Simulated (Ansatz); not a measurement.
# GeCN2 (R-3m) in Ansatz: notebook

Runs on GeCN2. Level: LDA. Tasks: single point, equation of state.

Everything below comes from runs of Ansatz 0.2.0. Logs are shortened: lines on timing, memory, paths and dates and some standing lists are left out, and cuts for length are marked.

**1. The crystal as given**

Symmetry: R-3m, No. 166, trigonal system. The conventional cell has a = 3.588 Å, b = 3.588 Å, c = 14.766 Å, α = 90.00°, β = 90.00°, γ = 120.00°. Ge (site symmetry -3m) is surrounded by 6 N at 2.40 Å. N (site symmetry 3m) is surrounded by 1 C at 1.24 Å. C (site symmetry -3m) has 2 N at 1.24 Å as nearest neighbours.

The cell comes from a database or a generator and needn't be the stable form of this composition.

**2. Single point, LDA, 12.89 Å³/atom (volume scaled by 0.94)**

Input file input.yaml:

```yaml
crystal:
  lattice:
    - [1.7571721281, 1.0145038012, 4.821480913]
    - [-1.7571721281, 1.0145038012, 4.821480913]
    - [0.0, -2.0290076023, 4.821480913]
  atoms:
    - { symbol: Ge, position: [0.0, 0.0, 0.0] }
    - { symbol: "N", position: [0.5839044, 0.5839044, 0.5839044] }
    - { symbol: "N", position: [0.4160956, 0.4160956, 0.4160956] }
    - { symbol: C, position: [0.5, 0.5, 0.5] }
kpoints:
  mp_grid: { grid: [9, 9, 9] }
scf:
  occupations: { method: fermi_dirac, width: 0.05 }
hamiltonian:
  xc: lda
  pseudopotentials: { kind: all_electron, lapw: { basis_error: 0.002 } }
output:
  forces: true
  stress: true
  eigenvalues: true
```

Potentials or basis: all-electron LAPW, scalar-relativistic.

Started as:

```sh
ansatz run input.yaml --threads 2 --pin off --max-ram 6144MiB --backend cpu --events-out ev --progress --plain --runs-dir out
```

The log of the run:

```text
Warning: RAYON_NUM_THREADS=2 ignored (pool sized by the plan → 2); use --threads N
LAPW: plane waves up to 13.587 Å⁻¹, error target 2.0e-3 eV per atom; small_component_spin mean_spin; C in spheres of 0.591 Å, 6 of its electrons in bands, Dirac shells []; N in spheres of 0.623 Å, 7 of its electrons in bands, Dirac shells []; Ge in spheres of 0.851 Å, 22 of its electrons in bands, Dirac shells [] (how accurate: hamiltonian.pseudopotentials.lapw.basis_error, Limitations)
Engine: ansatz 0.2.0, aarch64-unknown-linux-gnu
Pseudopotentials: kind: all_electron
Pseudopotential: Ge, LAPW, valence charge 22, lapw/all_electron/scalar/gaussian/Ge, Koelling and Harmon's equation, gaussian nucleus
Pseudopotential: N, LAPW, valence charge 7, lapw/all_electron/scalar/gaussian/N, Koelling and Harmon's equation, gaussian nucleus
Pseudopotential: C, LAPW, valence charge 6, lapw/all_electron/scalar/gaussian/C, Koelling and Harmon's equation, gaussian nucleus
Functional definition: SPW92
  exchange = slater_x
  correlation = pw_c
Crystal: 4 atoms, lattice volume = 51.570 Å³
Basis set: ecut = 703.3803739366627 eV, 2211 PW (Γ), FFT grids on a1−a3, a2−a3, a3, exchange–correlation at level 2
Bands: 26, of which v1, the nominal top of the filled ones, is band 21 counted from 1 (20 counted from 0)
Symmetry: 12 space group operations
Space group: R-3m (ITA 166), of the structure as read, at distance tolerance 3.7e-5 Å
k-points: 85 of 729
Non-local potential: Ge, projectors of the file, none
Non-local potential: N, projectors of the file, none
Non-local potential: C, projectors of the file, none
Initial density: superposition of atomic densities (chi_scale 0.1, normalization cell, long waves kept (reshape's long-wave potential 0.20 eV rms))
Initial wavefunctions: plane waves of lowest kinetic energy (no species holds an atomic orbital)
Functional: x = slater, c = lda
iter 1 solved again at ethr=2.45e-2 eV; its pass at ethr=1.00e-1 eV (dr2=1.03e1 eV) is discarded
SCF iter   1: F=—  HF=-61028.574002 eV  |F-HF|=—  |Δ(HF+E_count)|=         —  Δρ=1.32e-1  dr2=1.03e1  ethr=2.45e-2  ⟨swp⟩=2.0  Hψ=14309  notcnv=0
preconditioner: auto → none  [insulator: Δε(μ)=2.227 eV  Ē_g=18.850 eV  σ=0.050 eV  W_gap=1.00  n_scr=16 (ndim 8)  ℏωp=27.4 eV  f_vac=0.039  D(μ)=0.00/eV (n_scr^D=0)  ε∞_Penn≈3.1]
SCF iter   2: F=—  HF=-61025.549957 eV  |F-HF|=—  |Δ(HF+E_count)|=    3.02e0  Δρ=6.83e-2  dr2=1.85e0  ethr=2.45e-2  ⟨swp⟩=3.0  Hψ=7135  notcnv=0
iter 3 solved again at ethr=2.98e-4 eV; its pass at ethr=4.41e-3 eV (dr2=1.25e-1 eV) is discarded
SCF iter   3: F=—  HF=-61024.934743 eV  |F-HF|=—  |Δ(HF+E_count)|=   6.15e-1  Δρ=1.96e-2  dr2=1.25e-1  ethr=2.98e-4  ⟨swp⟩=2.0  Hψ=11395  notcnv=0
SCF iter   4: F=—  HF=-61024.896278 eV  |F-HF|=—  |Δ(HF+E_count)|=         —  Δρ=7.28e-3  dr2=2.09e-2  ethr=2.98e-4  ⟨swp⟩=3.0  Hψ=6471  notcnv=0
the basis was enlarged: its passes take 1.6 MiB over the memory plan, 2 of 2 planned eigensolver slots
SCF iter   5: F=—  HF=-61024.890318 eV  |F-HF|=—  |Δ(HF+E_count)|=   5.96e-3  Δρ=1.88e-3  dr2=1.83e-3  ethr=4.98e-5  ⟨swp⟩=3.0  Hψ=6576  notcnv=0
SCF iter   6: F=—  HF=-61024.889770 eV  |F-HF|=—  |Δ(HF+E_count)|=   5.47e-4  Δρ=3.93e-4  dr2=4.79e-5  ethr=4.36e-6  ⟨swp⟩=3.0  Hψ=5991  notcnv=0
SCF iter   7: F=—  HF=-61024.889759 eV  |F-HF|=—  |Δ(HF+E_count)|=   1.10e-5  Δρ=1.15e-4  dr2=7.30e-6  ethr=1.14e-7  ⟨swp⟩=2.0  Hψ=5528  notcnv=0
SCF iter   8: F=—  HF=-61024.889759 eV  |F-HF|=—  |Δ(HF+E_count)|=   9.11e-7  Δρ=3.02e-5  dr2=5.19e-7  ethr=1.74e-8  ⟨swp⟩=3.0  Hψ=6167  notcnv=0
SCF iter   9: F=-61024.889758 eV  HF=-61024.889758 eV  |F-HF|=2.15e-8  |Δ(HF+E_count)|=   1.23e-7  Δρ=6.30e-6  dr2=2.85e-8  ethr=1.23e-9  ⟨swp⟩=2.3  Hψ=5566  notcnv=0
SCF 1 converged in 9 iterations: F = -61024.889758 eV  dr2 = 2.85e-8
SCF converged after 9 iterations
Free energy (F): -61024.889758 eV
Harris-Foulkes:  -61024.889758 eV  (|F-HF|=2.15e-8)
Internal energy: -61024.889754 eV  (E = F + TS)
E sigma→0 (E₀):  -61024.889756 eV
Entropy (-TS):   -0.000004 eV (-0.001 meV/atom)
Fermi energy:    7.836388 eV
--- Per-component energies (eV) ---
  E_band       = -3097.954100
  E_kinetic    = 62181.623900
  E_xc         = -2578.978905
  E_electrostatic = -120627.534750  (all electrons and nuclei)
  E_smearing   = -0.000004  (= −TS)
  E_closure    = 0.000000  (closes the sum)
  E_atoms      = -60992.581478  (free atoms, spherical and without spin; not in F)
  Σ components = -61024.889758   (vs F -61024.889758, Δ=0.00e0)
  Basis errors (estimates in eV, not in F): energy 1.2e-3 per atom: plane waves 1.1e-3 (7.2e-4 summed), levels above the bands 6.3e-57, relativity 4.6e-8, radial functions 4.5e-5, core shells 2.5e-7; eigenvalues (radial functions only) 9.3e-6; not estimated: angular momenta, meshes, grids; target (lapw.basis_error) 2.0e-3; muffin-tin radii C 0.591 Å, N 0.623 Å, Ge 0.851 Å
--- Forces (eV/Å), atoms counted from 1 ---
  atom   1  Ge    -0.00000000    -0.00000000     0.00000000
  atom   2  N      0.00000000     0.00000000     1.55753880
  atom   3  N      0.00000000    -0.00000000    -1.55753880
  atom   4  C      0.00000000    -0.00000000    -0.00000000
  max |Σ_I F_I| component: 4.63e-18 eV/Å
--- Stress (GPa, compression-positive) ---
       -2.447166       0.000000       0.000000
       -0.000000      -2.447166       0.000000
        0.000000       0.000000      10.203149
  P = ⅓ Tr σ = 1.7696 GPa (17.696 kbar)
--- Band table (eV; the first three rows and the last of 85) ---
  k-point 0: bands = ["-366.0343", "-366.0343", "-256.6542", "-155.4914", "-103.1417", "-103.1403", "-103.1403", "-17.3898", "-17.3878", "-17.3878", "-17.3746", "-17.3746", "-12.1875", "-10.0256", "-3.7395", "1.6613", "1.7821", "1.7821", "5.2200", "5.2200", "5.5995", "9.8222", "10.6444", "10.6444", "12.0716", "14.8320"]
  k-point 1: bands = ["-366.0343", "-366.0343", "-256.6542", "-155.4914", "-103.1417", "-103.1403", "-103.1403", "-17.3899", "-17.3875", "-17.3854", "-17.3763", "-17.3749", "-12.1403", "-10.0080", "-3.6245", "1.4635", "1.6751", "1.7561", "4.8237", "5.0190", "5.5361", "10.0147", "10.4991", "10.8938", "12.8461", "14.4802"]
  k-point 2: bands = ["-366.0343", "-366.0343", "-256.6542", "-155.4914", "-103.1416", "-103.1404", "-103.1403", "-17.3949", "-17.3838", "-17.3801", "-17.3793", "-17.3748", "-12.0173", "-9.9628", "-3.2921", "0.7324", "1.6855", "1.6953", "4.0210", "4.5671", "5.1640", "9.9889", "11.2994", "11.4868", "13.4631", "14.4744"]
  k-point 84: bands = ["-366.0343", "-366.0343", "-256.6542", "-155.4914", "-103.1417", "-103.1403", "-103.1403", "-17.3900", "-17.3873", "-17.3855", "-17.3764", "-17.3749", "-11.9272", "-10.4102", "-2.8992", "0.6730", "1.4640", "1.7241", "4.4894", "5.0655", "6.9980", "8.5251", "11.1593", "11.6405", "12.9398", "13.1422"]
```

Wall time 63 s (2 threads of Arm Neoverse V1, shared host); peak memory 1.2 GiB.

Results:

```
Free energy            : -61024.8898 eV
Pressure               : 1.8 GPa
Largest force          : 1.558 eV/Å
Band gap on the k mesh : 0.83 eV, indirect (least direct gap 1.53 eV)
```

Caveat: an odd mesh through Γ misses points on the zone boundary, where band edges often lie; forces of over 1 eV/Å show positions far from the minimum, so gaps and moduli don't describe the material at rest.

**3. Single point, LDA, 13.17 Å³/atom (volume scaled by 0.96)**

input.yaml, as its differences from that of step 2:

```diff
@@ -2,5 +2,5 @@
   lattice:
-    - [1.7571721281, 1.0145038012, 4.821480913]
-    - [-1.7571721281, 1.0145038012, 4.821480913]
-    - [0.0, -2.0290076023, 4.821480913]
+    - [1.7695469874, 1.0216484295, 4.8554361226]
+    - [-1.7695469874, 1.0216484295, 4.8554361226]
+    - [0.0, -2.043296859, 4.8554361226]
   atoms:
```

Potentials or basis: all-electron LAPW, scalar-relativistic.

Started as:

```sh
ansatz run input.yaml --threads 2 --pin off --max-ram 6144MiB --backend cpu --events-out ev --progress --plain --runs-dir out
```

Wall time 62 s (2 threads of Arm Neoverse V1, shared host); peak memory 1.2 GiB.

The run converged. Its results:

| Item | Value |
| --- | --- |
| Free energy | -61024.8911 eV |
| Pressure | -1.3 GPa |
| Largest force | 0.887 eV/Å |
| Band gap on the k mesh | 0.88 eV, indirect (least direct gap 1.62 eV) |

Caveat: an odd mesh through Γ misses points on the zone boundary, where band edges often lie.

**4. Single point, LDA, 13.44 Å³/atom (volume scaled by 0.98)**

input.yaml, as its differences from that of step 3:

```diff
@@ -2,5 +2,5 @@
   lattice:
-    - [1.7695469874, 1.0216484295, 4.8554361226]
-    - [-1.7695469874, 1.0216484295, 4.8554361226]
-    - [0.0, -2.043296859, 4.8554361226]
+    - [1.7817511454, 1.0286945034, 4.8889229472]
+    - [-1.7817511454, 1.0286945034, 4.8889229472]
+    - [0.0, -2.0573890068, 4.8889229472]
   atoms:
```

Started as:

```sh
ansatz run input.yaml --threads 2 --pin off --max-ram 6144MiB --backend cpu --events-out ev --progress --plain --runs-dir out
```

Wall time 65 s (2 threads of Arm Neoverse V1, shared host); peak memory 1.2 GiB.

The run converged. Its results:

| Quantity | Value |
| --- | --- |
| Free energy | -61024.8724 eV |
| Pressure | -4.1 GPa |
| Largest force | 0.261 eV/Å |
| Band gap on the k mesh | 0.93 eV, indirect (least direct gap 1.71 eV) |

Caveat: an odd mesh through Γ misses points on the zone boundary, where band edges often lie.

**5. Single point, LDA, 13.72 Å³/atom**

input.yaml, as its differences from that of step 4:

```diff
@@ -2,5 +2,5 @@
   lattice:
-    - [1.7817511454, 1.0286945034, 4.8889229472]
-    - [-1.7817511454, 1.0286945034, 4.8889229472]
-    - [0.0, -2.0573890068, 4.8889229472]
+    - [1.7937903697, 1.0356453528, 4.9219572124]
+    - [-1.7937903697, 1.0356453528, 4.9219572124]
+    - [0.0, -2.0712907056, 4.9219572124]
   atoms:
```

Started as:

```sh
ansatz run input.yaml --threads 2 --pin off --max-ram 6144MiB --backend cpu --events-out ev --progress --plain --runs-dir out
```

It took 65 s on 2 threads of Arm Neoverse V1, shared host; peak memory 1.2 GiB.

It converged, with:

| Property | Result |
| --- | --- |
| Free energy | -61024.8355 eV |
| Pressure | -6.6 GPa |
| Largest force | 0.322 eV/Å |
| Band gap on the k mesh | 0.97 eV, indirect (least direct gap 1.78 eV) |

Caveat: an odd mesh through Γ misses points on the zone boundary, where band edges often lie.

**6. Single point, LDA, 13.99 Å³/atom (volume scaled by 1.02)**

input.yaml, as its differences from that of step 5:

```diff
@@ -2,5 +2,5 @@
   lattice:
-    - [1.7937903697, 1.0356453528, 4.9219572124]
-    - [-1.7937903697, 1.0356453528, 4.9219572124]
-    - [0.0, -2.0712907056, 4.9219572124]
+    - [1.8056701223, 1.0425041312, 4.9545539055]
+    - [-1.8056701223, 1.0425041312, 4.9545539055]
+    - [0.0, -2.0850082624, 4.9545539055]
   atoms:
```

Potentials or basis: all-electron LAPW, scalar-relativistic.

Started as:

```sh
ansatz run input.yaml --threads 2 --pin off --max-ram 6144MiB --backend cpu --events-out ev --progress --plain --runs-dir out
```

It took 64 s on 2 threads of Arm Neoverse V1, shared host; peak memory 1.2 GiB.

It converged, with:

| Quantity | Value |
| --- | --- |
| Free energy | -61024.7821 eV |
| Pressure | -8.9 GPa |
| Largest force | 0.867 eV/Å |
| Band gap on the k mesh | 1.02 eV, indirect (least direct gap 1.85 eV) |

Caveat: an odd mesh through Γ misses points on the zone boundary, where band edges often lie.

**7. Single point, LDA, 14.26 Å³/atom (volume scaled by 1.04)**

input.yaml, as its differences from that of step 6:

```diff
@@ -2,5 +2,5 @@
   lattice:
-    - [1.8056701223, 1.0425041312, 4.9545539055]
-    - [-1.8056701223, 1.0425041312, 4.9545539055]
-    - [0.0, -2.0850082624, 4.9545539055]
+    - [1.8173955815, 1.0492738282, 4.9867272349]
+    - [-1.8173955815, 1.0492738282, 4.9867272349]
+    - [0.0, -2.0985476564, 4.9867272349]
   atoms:
```

Started as:

```sh
ansatz run input.yaml --threads 2 --pin off --max-ram 6144MiB --backend cpu --events-out ev --progress --plain --runs-dir out
```

It took 66 s on 2 threads of Arm Neoverse V1, shared host; peak memory 1.2 GiB.

The run converged. Its results:

- Free energy: -61024.7139 eV
- Pressure: -11.0 GPa
- Largest force: 1.375 eV/Å
- Band gap on the k mesh: 1.05 eV, indirect (least direct gap 1.91 eV)

Caveat: an odd mesh through Γ misses points on the zone boundary, where band edges often lie; forces of over 1 eV/Å show positions far from the minimum, so gaps and moduli don't describe the material at rest.

**8. Single point, LDA, 14.54 Å³/atom (volume scaled by 1.06)**

input.yaml, as its differences from that of step 7:

```diff
@@ -2,5 +2,5 @@
   lattice:
-    - [1.8173955815, 1.0492738282, 4.9867272349]
-    - [-1.8173955815, 1.0492738282, 4.9867272349]
-    - [0.0, -2.0985476564, 4.9867272349]
+    - [1.8289716617, 1.0559572812, 5.0184906852]
+    - [-1.8289716617, 1.0559572812, 5.0184906852]
+    - [0.0, -2.1119145624, 5.0184906852]
   atoms:
```

Started as:

```sh
ansatz run input.yaml --threads 2 --pin off --max-ram 6144MiB --backend cpu --events-out ev --progress --plain --runs-dir out
```

Wall time 65 s (2 threads of Arm Neoverse V1, shared host); peak memory 1.2 GiB.

Results (log left out):

* Free energy: -61024.6322 eV
* Pressure: -12.8 GPa
* Largest force: 1.849 eV/Å
* Band gap on the k mesh: 1.09 eV, indirect (least direct gap 1.96 eV)

Caveat: an odd mesh through Γ misses points on the zone boundary, where band edges often lie; forces of over 1 eV/Å show positions far from the minimum, so gaps and moduli don't describe the material at rest.

**9. Equation of state, LDA**

Potentials or basis: all-electron LAPW, scalar-relativistic.

This step only gathers the single runs of the series.

What came out:

```yaml
Equilibrium_volume: 13.05 Å³/atom
Bulk_modulus_at_fixed_shape_and_positions: 146 GPa
Pressure_derivative_of_the_bulk_modulus: 3.8
```

Energy against volume, from the lowest point:
```tsv
volume (Å³/atom)	energy (meV/atom)
12.893	0.34
13.167	0.00
13.441	4.68
13.716	13.91
13.990	27.25
14.264	44.30
14.538	64.72
```

Caveat: the cell was scaled at fixed shape and fractional positions, which overstates the stiffness of a crystal with free parameters, most of all of layers and chains.
